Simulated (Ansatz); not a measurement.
# ClGeH₉Si₃: up Jacob's ladder to CCSD(T)

An exercise on one series of results from a longer session: the logs are not shown, and one member is left open.

Program: Ansatz 0.2.0, Gaussian basis. Level of theory: functionals in def2-TZVPP, the program's frozen cores in correlated methods. These are calculated values, not measurements.

Plan: LDA (SPW92), PBE-D4, revPBE-D4, BLYP-D4, r2SCAN-D4, B97M-V, PBE0-D4, B3LYP-D4, r2SCANh-D4, r2SCAN0-D4, HSE06-D4, BHLYP-D4, CAM-B3LYP-D4, LC-ωPBE, ωB97X-V, ωB97M-V, B2PLYP, PBE-QIDH; CCSD(T)/def2-SVP; MP2/def2-TZVPP; MP2/def2-QZVPP; RPA on PBE.

## The geometry

The geometry comes from an earlier relaxation with PBE0-D4 in a triple-zeta def2 set; it is a stationary point, not always the lowest conformer.

SMILES `[SiH3][Ge]([SiH3])([SiH3])[Cl]`, 14 atoms, charge 0, spin multiplicity 1.

Atoms are counted from 1 here; the program's logs count them from 0.

Bond lengths: Si1–Ge2 2.384 Å, Si1–H6 1.488 Å, Si1–H7 1.485 Å, Si1–H8 1.485 Å, Ge2–Si3 2.384 Å, Ge2–Si4 2.384 Å, Ge2–Cl5 2.193 Å, Si3–H9 1.488 Å, Si3–H10 1.485 Å, Si3–H11 1.485 Å, Si4–H12 1.488 Å, Si4–H13 1.485 Å, Si4–H14 1.485 Å. Angles: Ge2–Si1–H6 108.9°, Ge2–Si1–H7 109.6°, Ge2–Si1–H8 109.6°, H6–Si1–H7 109.5°, H6–Si1–H8 109.5°, H7–Si1–H8 109.9°, Si1–Ge2–Si3 113.5°, Si1–Ge2–Si4 113.5°, Si1–Ge2–Cl5 105.0°, Si3–Ge2–Si4 113.5°, Si3–Ge2–Cl5 105.0°, Si4–Ge2–Cl5 105.1°, Ge2–Si3–H9 108.9°, Ge2–Si3–H10 109.6°, Ge2–Si3–H11 109.6°, H9–Si3–H10 109.5°, H9–Si3–H11 109.5°, H10–Si3–H11 109.9° and more.

Geometry (Å):

```mol
ClGeH9Si3
  3D, bonds by distance, orders not assigned

 14 13  0  0  0  0  0  0  0  0999 V2000
   -1.6818    1.5440   -0.3319 Si  0  0
    0.2088    0.0926   -0.3967 Ge  0  0
    1.8314    0.5684    1.2842 Si  0  0
   -0.3689   -2.2165   -0.5349 Si  0  0
    1.2080    0.5441   -2.2954 Cl  0  0
   -2.4280    1.3063    0.9333 H   0  0
   -1.2259    2.9565   -0.3795 H   0  0
   -2.5673    1.2589   -1.4895 H   0  0
    1.2374    0.2898    2.6197 H   0  0
    2.2235    1.9987    1.2059 H   0  0
    3.0231   -0.2946    1.0832 H   0  0
   -1.0566   -2.6166    0.7224 H   0  0
    0.8632   -3.0279   -0.7046 H   0  0
   -1.2801   -2.4331   -1.6874 H   0  0
  1  2  8  0
  2  3  8  0
  2  4  8  0
  2  5  8  0
  1  6  8  0
  1  7  8  0
  1  8  8  0
  3  9  8  0
  3 10  8  0
  3 11  8  0
  4 12  8  0
  4 13  8  0
  4 14  8  0
M  END
```

The first run:

in.yaml reads:

```yaml
crystal:
  periodic: [false, false, false]
  atoms:
    - {symbol: Si, position_ang: [-1.681784, 1.543977, -0.331885]}
    - {symbol: Ge, position_ang: [0.208785, 0.092622, -0.396746]}
    - {symbol: Si, position_ang: [1.831385, 0.568429, 1.284236]}
    - {symbol: Si, position_ang: [-0.368949, -2.216487, -0.534903]}
    - {symbol: Cl, position_ang: [1.208033, 0.544144, -2.295369]}
    - {symbol: H, position_ang: [-2.427959, 1.306331, 0.933268]}
    - {symbol: H, position_ang: [-1.225879, 2.956541, -0.379488]}
    - {symbol: H, position_ang: [-2.567270, 1.258891, -1.489508]}
    - {symbol: H, position_ang: [1.237365, 0.289838, 2.619663]}
    - {symbol: H, position_ang: [2.223503, 1.998660, 1.205876]}
    - {symbol: H, position_ang: [3.023143, -0.294561, 1.083186]}
    - {symbol: H, position_ang: [-1.056587, -2.616643, 0.722439]}
    - {symbol: H, position_ang: [0.863211, -3.027911, -0.704635]}
    - {symbol: H, position_ang: [-1.280096, -2.433130, -1.687435]}
basis:
  gaussian: {orbitals: def2-TZVPP}
hamiltonian: {xc: lda}
output: {orbitals: {seedname: orbitals}}
```

The run is started by

```
$ ansatz run in.yaml --threads 4 --pin off --events-out ev --progress --plain --max-ram 11315MiB
```

Among the steps run: LDA; PBE-D4 (GGA); revPBE-D4 (GGA); BLYP-D4 (GGA); r2SCAN-D4 (meta-GGA); B97M-V (meta-GGA); B3LYP-D4 (hybrid); r2SCANh-D4 (hybrid); r2SCAN0-D4 (hybrid); HSE06-D4 (hybrid); BHLYP-D4 (hybrid); CAM-B3LYP-D4 (range-separated); LC-ωPBE (range-separated); ωB97X-V (range-separated); ωB97M-V (range-separated); B2PLYP (double hybrid); PBE-QIDH (double hybrid).

One table of the session follows, with a row left open; its other results are not shown here.

It belongs to the step «Frontier levels by functional». 

| functional | HOMO (eV) | gap (eV) |
| --- | --- | --- |
| LDA (SPW92) | -6.73 | 4.56 |
| PBE-D4 | -6.63 | 4.68 |
| revPBE-D4 | -6.59 | 4.73 |
| BLYP-D4 | -6.47 | 4.69 |
| r2SCAN-D4 | -6.90 | 5.11 |
| B97M-V | -7.08 | 5.22 |
| PBE0-D4 | -7.73 | 6.60 |
| B3LYP-D4 | -7.52 | 6.23 |
| r2SCANh-D4 | -7.30 | 5.80 |
| r2SCAN0-D4 | -7.90 | 6.84 |
| HSE06-D4 | ? | ? |
| BHLYP-D4 | -8.70 | 8.53 |
| CAM-B3LYP-D4 | -8.94 | 8.91 |
| LC-ωPBE | -10.22 | 11.25 |
| ωB97X-V | -9.91 | 10.83 |
| ωB97M-V | -9.70 | 10.43 |

Q: Estimate the row for HSE06-D4 from the others.

As computed: HOMO (eV): -7.35; gap (eV): 5.84. In the column «HOMO (eV)» it lies between B3LYP-D4 (-7.52) and r2SCANh-D4 (-7.30).
